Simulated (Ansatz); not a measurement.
# Sc (Sc, dhcp): the cost of one run

Method: DFT PBE, plane waves (420 eV) with PAW, scalar-relativistic, in Ansatz 0.2.0.

## (1) Starting point

The structure is hexagonal, space group P6_3/mmc (No. 194). The conventional cell has a = 3.282 Å, b = 3.282 Å, c = 10.720 Å, α = 90.00°, β = 90.00°, γ = 120.00°. Around Sc (site symmetry -3m) lie 12 Sc at 3.28 Å. Around Sc (site symmetry -6m2) lie 12 Sc at 3.28 Å.

As a file:

```
Sc
1.0
     3.28219    0.00000    0.00000
    -1.64109    2.84246    0.00000
     0.00000    0.00000   10.71962
Sc
4
Direct
  0.00000 0.00000 0.00000
  0.00000 0.00000 0.50000
  0.33333 0.66667 0.25000
  0.66667 0.33333 0.75000
```

## (2) Relaxation of the cell

The input, input.yaml:

```yaml
crystal:
  lattice:
    - [3.282187217, 0.0, 0.0]
    - [-1.6410936085, 2.8424575099, 0.0]
    - [0.0, 0.0, 10.7196234508]
  atoms:
    - { symbol: Sc, position: [0.0, 0.0, 0.0] }
    - { symbol: Sc, position: [0.0, 0.0, 0.5] }
    - { symbol: Sc, position: [0.3333333333, 0.6666666667, 0.25] }
    - { symbol: Sc, position: [0.6666666667, 0.3333333333, 0.75] }
hamiltonian:
  xc: pbe
  pseudopotentials:
    kind: paw
    azcp:
      Sc: "pseudopotentials/Sc.paw.azcp"
basis:
  ecutwfc: 420
  fft_grid_basis: typed
kpoints:
  mp_grid: { grid: [11, 11, 3], shift: [0, 0, 0] }
magnetization:
  spin_polarized: false
scf:
  occupations: { method: fermi_dirac, width: 0.1 }
relax:
  max_steps: 60
  f_tol: 0.01
  cell: {}
output:
  write_density: true
  write_potential: true
  elf: true
  volumetric_format: npy
```

On the command line:

```bash
$ ansatz run input.yaml --threads 1 --pin off --max-ram 3584MiB --backend cpu --events-out ev --progress --plain --runs-dir out
```

Q: Estimate wall time and peak memory on 1 thread of Intel Xeon Platinum 8259CL at 2.50GHz (Skylake/Cascade Lake), shared host.

About 32 s, with a peak of 0.61 GiB.
